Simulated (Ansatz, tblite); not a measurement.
# The cluster Si4Ge3: which isomer is lowest, part 2 of 2

Which shape does the cluster Si4Ge3 prefer? Candidates from a tight-binding search are relaxed and compared.

Ansatz 0.2.0, Gaussian basis; relaxed with PBE-D4/def2-SVP, singlet. Earlier steps stand in the parts before.

**13. Candidate A, CCSD(T)/def2-SVP**

in.yaml

```yaml
crystal:
  periodic: [false, false, false]
  atoms:
    - {symbol: Si, position_ang: [-0.966517, 2.059597, 0.127939]}
    - {symbol: Si, position_ang: [0.895031, 0.515991, 0.015088]}
    - {symbol: Si, position_ang: [-1.633378, -0.090438, 0.016527]}
    - {symbol: Si, position_ang: [0.186668, -1.786751, -0.106200]}
    - {symbol: Ge, position_ang: [-2.200815, -2.313473, -0.104892]}
    - {symbol: Ge, position_ang: [2.467576, -1.251363, -0.076897]}
    - {symbol: Ge, position_ang: [1.251424, 2.866438, 0.128435]}
basis:
  gaussian: {orbitals: def2-SVP, initial_orbitals: start.molden}
correlation: {method: ccsd_t}
scf: {omitted_lower_state_checks: [starts]}
output: {orbitals: {seedname: orbitals}}
```

Launch:

```sh
ansatz run in.yaml --threads 4 --pin off --events-out ev --progress --plain --max-ram 4787MiB
```

Output, shortened:

```text
Functional definition: HF
  name "HF"
  cite "Fock, Z. Phys. 61, 126 (1930) doi:10.1007/BF01340294"
  parent pbe
[...]
1612 factors; integrals over basis functions are off by at most 7.3e-4 eV
[...]
mean field -200835.11403559 eV, -7380.5543098784 hartree, gradient 4.8e-6 eV, S^2 0.000000; 0 other end points of the search recorded, 0 dependent functions left out; unrestricted orbitals would lower it
47 core orbitals not correlated: weight in the atoms' cores, before any rotation towards them, 1.000 or more for the frozen orbitals, at most 0.000 for the correlated occupied ones
reference -200835.11403559 eV, -7380.5543098784 hartree; 29, 29 occupied and 92, 92 virtual orbitals, 1612 factors
second order -29.15213571 eV of doubles, -0.00000000 eV of singles
cycle   1  -26.54658704 eV  change     2.6e0 eV  update   2.6e-1
[...]
cycle  13  -28.18390112 eV  change    2.7e-5 eV  update   2.1e-5
perturbative correction -2.03174626 eV, -0.0746652980 hartree
Total energy: -200865.32968298 eV, -7381.6647144389 hartree
Checks for a lower state left out: starts
```

It took 53 s on 4 threads of Arm Neoverse V2, shared host; peak memory 1.3 GiB.

Hartree-Fock HOMO -6.78 eV, LUMO -0.73 eV; T1 0.018. Doubts: restricted state is unstable towards broken spin symmetry.

**14. Candidate B, GFN1-xTB**

Tight binding, by tblite at 300 K electronic temperature and without a spin-polarisation term:

```python
tblite.interface.Calculator('GFN1-xTB', numbers, positions, charge=0, uhf=0).singlepoint()
```

Energy -331.2928 eV, HOMO -9.31 eV, LUMO -8.16 eV; 0.01 s.

**15. Candidate B, GFN2-xTB**

Tight binding, by tblite at 300 K electronic temperature and without a spin-polarisation term:

```python
tblite.interface.Calculator('GFN2-xTB', numbers, positions, charge=0, uhf=0).singlepoint()
```

Energy -341.3519 eV, HOMO -6.34 eV, LUMO -5.15 eV; 0.016 s.

**16. Candidate B, PBE0-D4/def2-TZVP**

in.yaml

```yaml
crystal:
  periodic: [false, false, false]
  atoms:
    - {symbol: Si, position_ang: [1.955450, -0.582719, 1.514414]}
    - {symbol: Si, position_ang: [-0.875514, 0.793528, -1.081477]}
    - {symbol: Si, position_ang: [0.377911, 1.094006, 1.120026]}
    - {symbol: Si, position_ang: [1.397222, -0.312967, -0.737517]}
    - {symbol: Ge, position_ang: [-0.170726, -1.110072, -2.375165]}
    - {symbol: Ge, position_ang: [-1.998450, 1.412749, 0.955590]}
    - {symbol: Ge, position_ang: [-0.685884, -1.294515, 0.604140]}
basis:
  gaussian: {orbitals: def2-TZVP, initial_orbitals: start.molden}
hamiltonian: {xc: pbe0, dispersion: d4}
scf: {omitted_lower_state_checks: [starts]}
output: {orbitals: {seedname: orbitals}}
```

The command is unchanged.

Output:

```text
Functional definition: PBE0
  name "PBE0"
  cite "Adamo & Barone, J. Chem. Phys. 110, 6158 (1999) doi:10.1063/1.478522"
  cite "Perdew, Burke & Ernzerhof, Phys. Rev. Lett. 77, 3865 (1996) doi:10.1103/PhysRevLett.77.3865"
  parent pbe
  parameter a = 0.25
  parameter kappa = 0.804
  parameter beta = 0.06672455060314922
  exchange = (1 - a)*pbe_x(kappa = kappa, mu = beta*pi^2/3) + a*exact_x
  correlation = pbe_c(beta = beta)
these checks for a lower state are left out or cut short: starts
2275 factors; their error is unknown
mean field evaluation 1: about -200986.4194 eV, gradient 2.4e2 eV
mean field evaluation 2: about -201005.3849 eV, gradient 2.9e1 eV
mean field evaluation 4: about -201022.1179 eV, gradient 2.0e1 eV
mean field evaluation 8: about -201031.7405 eV, gradient 2.0e-1 eV
mean field -201032.67901105 eV, -7387.8146888122 hartree, gradient 1.3e-5 eV, S^2 0.000000; 0 other end points of the search recorded, 0 dependent functions left out
reference -201032.67903823 eV, -7387.8146898110 hartree; 76, 76 occupied and 216, 216 virtual orbitals, 2275 factors
Total energy: -201033.24709138 eV, -7387.8355653793 hartree
Checks for a lower state left out: starts
```

It took 22 s on 4 threads of Arm Neoverse V2, shared host; peak memory 1.6 GiB.

HOMO -6.11 eV, LUMO -2.54 eV.

**17. Candidate B, PBE-D4/def2-TZVP**

in.yaml: that of step 16 with these lines changed.

```diff
@@ -12,4 +12,4 @@
   gaussian: {orbitals: def2-TZVP, initial_orbitals: start.molden}
-hamiltonian: {xc: pbe0, dispersion: d4}
+hamiltonian: {xc: pbe, dispersion: d4}
 scf: {omitted_lower_state_checks: [starts]}
-output: {orbitals: {seedname: orbitals}}
+output: {forces: true, orbitals: {seedname: orbitals}}
```

Same command.

Output, shortened:

```text
Functional definition: PBE
  name "PBE"
  cite "Perdew, Burke & Ernzerhof, Phys. Rev. Lett. 77, 3865 (1996) doi:10.1103/PhysRevLett.77.3865"
  parent pbe
[...]
2082 factors; their error is unknown
[...]
mean field -201026.34123170 eV, -7387.5817797170 hartree, gradient 7.7e-5 eV, S^2 0.000000; 0 other end points of the search recorded, 0 dependent functions left out
[...]
reference -201026.34126796 eV, -7387.5817810495 hartree; 76, 76 occupied and 216, 216 virtual orbitals, 2082 factors
Total energy: -201026.99720816 eV, -7387.6058864073 hartree
Atom 0 at     1.955450    -0.582719     1.514414 Å, force    -0.110088     0.085889    -0.125469 eV/Å
Atom 1 at    -0.875514     0.793528    -1.081477 Å, force     0.093618    -0.118740     0.141341 eV/Å
Atom 2 at     0.377911     1.094006     1.120026 Å, force    -0.021413    -0.182313    -0.115969 eV/Å
Atom 3 at     1.397222    -0.312967    -0.737517 Å, force    -0.163237     0.013480     0.142504 eV/Å
Atom 4 at    -0.170726    -1.110072    -2.375165 Å, force     0.017214     0.074757     0.083260 eV/Å
Atom 5 at    -1.998450     1.412749     0.955590 Å, force     0.093568    -0.030632    -0.055905 eV/Å
Atom 6 at    -0.685884    -1.294515     0.604140 Å, force     0.090340     0.157560    -0.069762 eV/Å
Dipole moment:    -0.103354     0.022631    -0.073857 e Å
Checks for a lower state left out: starts
```

Run time: 7.5 s. Hardware: 4 threads of Arm Neoverse V2, shared host.

From the report: HOMO -5.33 eV, LUMO -3.20 eV.

**18. Candidate B, r2SCAN-D4/def2-TZVP**

in.yaml: that of step 17 with these lines changed.

```diff
@@ -12,4 +12,4 @@
   gaussian: {orbitals: def2-TZVP, initial_orbitals: start.molden}
-hamiltonian: {xc: pbe, dispersion: d4}
+hamiltonian: {xc: r2scan, dispersion: d4}
 scf: {omitted_lower_state_checks: [starts]}
-output: {forces: true, orbitals: {seedname: orbitals}}
+output: {orbitals: {seedname: orbitals}}
```

The command is unchanged.

Output:

```text
Functional definition: r2SCAN
  name "r2SCAN"
  cite "Furness, Kaplan, Ning, Perdew & Sun, J. Phys. Chem. Lett. 11, 8208 (2020) doi:10.1021/acs.jpclett.0c02405"
  cite "Furness, Kaplan, Ning, Perdew & Sun, J. Phys. Chem. Lett. 11, 9248 (2020) doi:10.1021/acs.jpclett.0c03077"
  parent r2scan
  parameter k0 = 0.174
  parameter k1 = 0.065
  parameter a1 = 4.9479
  exchange = r2scan_x(k0 = k0, k1 = k1, a1 = a1)
  correlation = r2scan_c
these checks for a lower state are left out or cut short: starts
2082 factors; their error is unknown
mean field evaluation 1: about -201063.4706 eV, gradient 1.2e1 eV
mean field evaluation 2: about -201063.5735 eV, gradient 1.7e-1 eV
mean field evaluation 4: about -201063.5229 eV, gradient 2.5e-4 eV
mean field -201063.52286495 eV, -7388.9481795364 hartree, gradient 1.8e-5 eV, S^2 0.000000; 0 other end points of the search recorded, 0 dependent functions left out
reference -201063.52287535 eV, -7388.9481799185 hartree; 76, 76 occupied and 216, 216 virtual orbitals, 2082 factors
Total energy: -201063.65091169 eV, -7388.9528851670 hartree
Checks for a lower state left out: starts
```

Run time: 16 s. Hardware: 4 threads of Arm Neoverse V2, shared host; peak memory 0.72 GiB.

HOMO -5.53 eV, LUMO -3.18 eV.

**19. Candidate B, ωB97X-V/def2-TZVP**

in.yaml: that of step 18 with these lines changed.

```diff
@@ -12,3 +12,3 @@
   gaussian: {orbitals: def2-TZVP, initial_orbitals: start.molden}
-hamiltonian: {xc: r2scan, dispersion: d4}
+hamiltonian: {xc: {name: wB97X-V}}
 scf: {omitted_lower_state_checks: [starts]}
```

Launched as before.

Output, shortened:

```text
Functional definition: wB97X-V
  name "wB97X-V"
  cite "Mardirossian & Head-Gordon, Phys. Chem. Chem. Phys. 16, 9904 (2014) doi:10.1039/C3CP54374A"
  cite "Becke, J. Chem. Phys. 107, 8554 (1997) doi:10.1063/1.475007"
  cite "Vydrov & Van Voorhis, J. Chem. Phys. 133, 244103 (2010) doi:10.1063/1.3521275"
[...]
      + integral(e_c_pw_opposite_spin*poly(b97_u_opposite, cos0, cos1)) + vv10(b, c)
[...]
2175 factors; their error is unknown
388 factors; integrals over basis functions are off by at most 5.8e-6 eV
the host lacks memory for fits, so the integrals are decomposed
1870 factors; integrals over basis functions are off by at most 8.2e-4 eV
388 factors; integrals over basis functions are off by at most 5.8e-6 eV
[...]
mean field -201044.69080151 eV, -7388.2561139695 hartree, gradient 2.6e-5 eV, S^2 0.000000; 0 other end points of the search recorded, 0 dependent functions left out
reference -201044.69079972 eV, -7388.2561139040 hartree; 76, 76 occupied and 216, 216 virtual orbitals, 1870 factors
Total energy: -201044.69079972 eV, -7388.2561139040 hartree
Checks for a lower state left out: starts
```

Wall time 41 s (4 threads of Arm Neoverse V2, shared host); peak memory 1.6 GiB.

Report: HOMO -7.90 eV, LUMO -0.74 eV.

**20. Candidate B, B97M-V/def2-TZVP**

in.yaml: that of step 19 with these lines changed.

```diff
@@ -12,3 +12,3 @@
   gaussian: {orbitals: def2-TZVP, initial_orbitals: start.molden}
-hamiltonian: {xc: {name: wB97X-V}}
+hamiltonian: {xc: {name: B97M-V}}
 scf: {omitted_lower_state_checks: [starts]}
```

Same command.

Output, shortened:

```text
Functional definition: B97M-V
  name "B97M-V"
  cite "Mardirossian & Head-Gordon, J. Chem. Phys. 142, 074111 (2015) doi:10.1063/1.4907719"
  cite "Becke, J. Chem. Phys. 107, 8554 (1997) doi:10.1063/1.475007"
  cite "Vydrov & Van Voorhis, J. Chem. Phys. 133, 244103 (2010) doi:10.1063/1.3521275"
  # Of w^i u^j: cxij and so on, Table III.
[...]
  gx(w, u) = cx00 + cx01*u + cx02*u^2 + (cx10 + cx11*u)*w
  gss(w, u) = css00 + css02*u^2 + css10*w + (css32*w^3 + css42*w^4)*u^2
  gos(w, u) = cos00 + cos01*u + cos03*u^3 + cos10*w + cos32*w^3*u^2
[...]
      + integral(e_c_pw_mod_opposite_spin*gos(b97_w_opposite, b97_u_opposite)) + vv10(b, c)
[...]
2082 factors; their error is unknown
[...]
mean field -201027.25284877 eV, -7387.6152810264 hartree, gradient 2.5e-5 eV, S^2 0.000000; 0 other end points of the search recorded, 0 dependent functions left out
reference -201027.25290235 eV, -7387.6152829955 hartree; 76, 76 occupied and 216, 216 virtual orbitals, 2082 factors
Total energy: -201027.25290235 eV, -7387.6152829955 hartree
Checks for a lower state left out: starts
```

Wall time 27 s (4 threads of Arm Neoverse V2, shared host); peak memory 0.84 GiB.

Report: HOMO -5.48 eV, LUMO -2.98 eV.

**21. Candidate B, CCSD(T)/def2-SVP**

in.yaml: that of step 20 with these lines changed.

```diff
@@ -11,4 +11,4 @@
 basis:
-  gaussian: {orbitals: def2-TZVP, initial_orbitals: start.molden}
-hamiltonian: {xc: {name: B97M-V}}
+  gaussian: {orbitals: def2-SVP, initial_orbitals: start.molden}
+correlation: {method: ccsd_t}
 scf: {omitted_lower_state_checks: [starts]}
```

The command is unchanged.

Output, shortened:

```text
Functional definition: HF
  name "HF"
  cite "Fock, Z. Phys. 61, 126 (1930) doi:10.1007/BF01340294"
  parent pbe
[...]
1612 factors; integrals over basis functions are off by at most 8.7e-4 eV
[...]
mean field -200836.76506281 eV, -7380.6149840095 hartree, gradient 5.6e-6 eV, S^2 0.000000; 0 other end points of the search recorded, 0 dependent functions left out
47 core orbitals not correlated: weight in the atoms' cores, before any rotation towards them, 1.000 or more for the frozen orbitals, at most 0.000 for the correlated occupied ones
reference -200836.76506281 eV, -7380.6149840095 hartree; 29, 29 occupied and 92, 92 virtual orbitals, 1612 factors
second order -28.92264758 eV of doubles, -0.00000000 eV of singles
cycle   1  -26.39322659 eV  change     2.5e0 eV  update   2.4e-1
[...]
cycle  11  -27.99471641 eV  change    1.4e-5 eV  update   4.1e-5
perturbative correction -1.91004788 eV, -0.0701929650 hartree
Total energy: -200866.66982710 eV, -7381.7139638271 hartree
Checks for a lower state left out: starts
```

Run time: 48 s. Hardware: 4 threads of Arm Neoverse V2, shared host; peak memory 1.3 GiB.

Hartree-Fock HOMO -7.72 eV, LUMO 0.21 eV; T1 0.017.

**22. A against C**

The energies of C at these levels come from its own runs, whose logs aren't repeated here.

Differences are taken before rounding.

```tsv
method	A above C (eV)	from CCSD(T)/def2-SVP (eV)	time
GFN1-xTB	-0.681	-1.963	0.022 s
GFN2-xTB	0.378	-0.905	0.033 s
HF/def2-SVP	1.508	+0.226	
PBE-D4/def2-TZVP	1.395	+0.112	14 s
r2SCAN-D4/def2-TZVP	1.361	+0.078	32 s
B97M-V/def2-TZVP	1.646	+0.364	55 s
PBE0-D4/def2-TZVP	1.619	+0.336	44 s
ωB97X-V/def2-TZVP	1.926	+0.643	81 s
MP2/def2-SVP	1.484	+0.201	
CCSD/def2-SVP	1.381	+0.098	
CCSD(T)/def2-SVP	1.283	0	1.7 min
```

Among the levels timed on like hardware and quicker than the yardstick, those that no quicker one beats, quickest first: GFN1-xTB (0.022 s, -1.963 eV); GFN2-xTB (0.033 s, -0.905 eV); PBE-D4/def2-TZVP (14 s, +0.112 eV); r2SCAN-D4/def2-TZVP (32 s, +0.078 eV).

Times add the two runs; a level without a time comes out of a correlated run. The closed-shell reference under CCSD(T)/def2-SVP is unstable towards broken spin symmetry, which adds to the doubt on it.

**23. B against C**

The energies of C at these levels come from its own runs, whose logs aren't repeated here.

Differences are taken before rounding.

```tsv
method	B above C (eV)	from CCSD(T)/def2-SVP (eV)	time
GFN1-xTB	-0.533	-0.476	0.021 s
GFN2-xTB	-0.442	-0.385	0.03 s
HF/def2-SVP	-0.143	-0.085	
PBE-D4/def2-TZVP	0.035	+0.092	14 s
r2SCAN-D4/def2-TZVP	0.102	+0.160	34 s
B97M-V/def2-TZVP	0.156	+0.213	56 s
PBE0-D4/def2-TZVP	0.055	+0.112	45 s
ωB97X-V/def2-TZVP	0.107	+0.165	82 s
MP2/def2-SVP	0.062	+0.120	
CCSD/def2-SVP	-0.081	-0.023	
CCSD(T)/def2-SVP	-0.057	0	95 s
```

Among the levels timed on like hardware and quicker than the yardstick, those that no quicker one beats, quickest first: GFN1-xTB (0.021 s, -0.476 eV); GFN2-xTB (0.03 s, -0.385 eV); PBE-D4/def2-TZVP (14 s, +0.092 eV).

Times add the two runs; a level without a time comes out of a correlated run.

**24. Results**

The summary covers parts 1 to 2.

```
                   quantity                                                             value
A above C, CCSD(T)/def2-SVP                                                         +1.283 eV
    levels that put A lower                                                          GFN1-xTB
B above C, CCSD(T)/def2-SVP                                                         -0.057 eV
    levels that put B lower  GFN1-xTB, GFN2-xTB, HF/def2-SVP, CCSD/def2-SVP, CCSD(T)/def2-SVP
```

The levels disagree on A and C: 1 of 11 put A lower. The yardstick is in a double-zeta basis, so levels in larger sets aren't compared like for like. The reference is CCSD(T) in one finite basis, so it carries an error of its own, often a tenth of an eV or more, and near misses can't be ranked. The levels disagree on B and C: 5 of 11 put B lower. CCSD(T)/def2-SVP isn't at the basis-set limit; small misses against it rank nothing. A random search of this size may have missed the true lowest shape. Only singlets are compared; another spin may lie lower and prefer another shape.
